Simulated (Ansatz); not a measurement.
**TiO₂ (singlet): wave-function methods side by side at a displaced geometry (v1), def2-SVP**

The task here is to estimate one member of a computed series from the others.

Method: def2-SVP, core rule «outside noble gas», up to 11 orbitals frozen; program: Ansatz 0.2.0, Gaussian basis.

Plan: UHF; CCSD(T) on RHF; CISD; CCSDT(Q) on RHF; CASSCF and MRCISD+Q, 8 electrons in 8 orbitals; CASSCF and NEVPT2, 8 electrons in 8 orbitals.

11 further runs of the same task are left out: 4 that didn't finish, 7 set aside as unsound or not needed. Runs told in other sessions of the task aren't counted.

**The geometry**

The geometry is a PBE0/def2-TZVP stationary point (not a proven minimum) with its atoms shifted at random (size 0.040 Å).

3 atoms, charge 0, spin multiplicity 1.

Atoms are counted from 1 here; the program's logs count them from 0.

Bond lengths: Ti1–O2 1.628 Å, Ti1–O3 1.609 Å. Angles: O2–Ti1–O3 110.1°.

Coordinates:

```
Ti   -0.0093   -0.3712    0.0130
O    -0.0101    0.5256   -1.3457
O     0.0379    0.5849    1.3068
```

Set-up of the first run:

The input, in.yaml:

```yaml
crystal:
  periodic: [false, false, false]
  atoms:
    - {symbol: Ti, position_ang: [-0.009275, -0.371158, 0.013005]}
    - {symbol: O, position_ang: [-0.010108, 0.525560, -1.345729]}
    - {symbol: O, position_ang: [0.037856, 0.584870, 1.306820]}
basis:
  gaussian: {orbitals: def2-SVP}
magnetization: {spin_polarized: true, initial_magnetization: 0}
hamiltonian: {xc: hf}
output: {orbitals: {seedname: orbitals}}
```

Command:

```console
> ansatz run in.yaml --threads 1 --pin off --events-out ev --progress --plain --max-ram 2393MiB
```

Among the steps run: UHF; CCSD(T) on RHF; CISD; CCSDT(Q) on RHF; CASSCF and MRCISD+Q, 8 electrons in 8 orbitals; CASSCF and NEVPT2, 8 electrons in 8 orbitals.

One table of the session follows, with a row left open; its other results are not shown here.

```
           method  from RCCSDT(Q) (meV)
              RHF              +15533.9
             RMP2                     ?
            RCCSD               +1281.6
         RCCSD(T)                 +93.2
           RCCSDT                 +83.7
        RCCSDT(Q)                     0
  CASSCF frontier              +10678.8
  MRCISD frontier               +1292.5
MRCISD+Q frontier                +261.8
```

Estimate the missing values for RMP2.

**Answer.** from RCCSDT(Q) (meV): -288.9. In the column «from RCCSDT(Q) (meV)» it is the lowest.

Not comparable, so not listed: CISD; CASSCF and NEVPT2, 8 electrons in 8 orbitals (they don't share determinant, frozen orbitals or solution with the rows shown, or repeat one).

Caveats from the session: Warnings in the runs' records: passed over end.
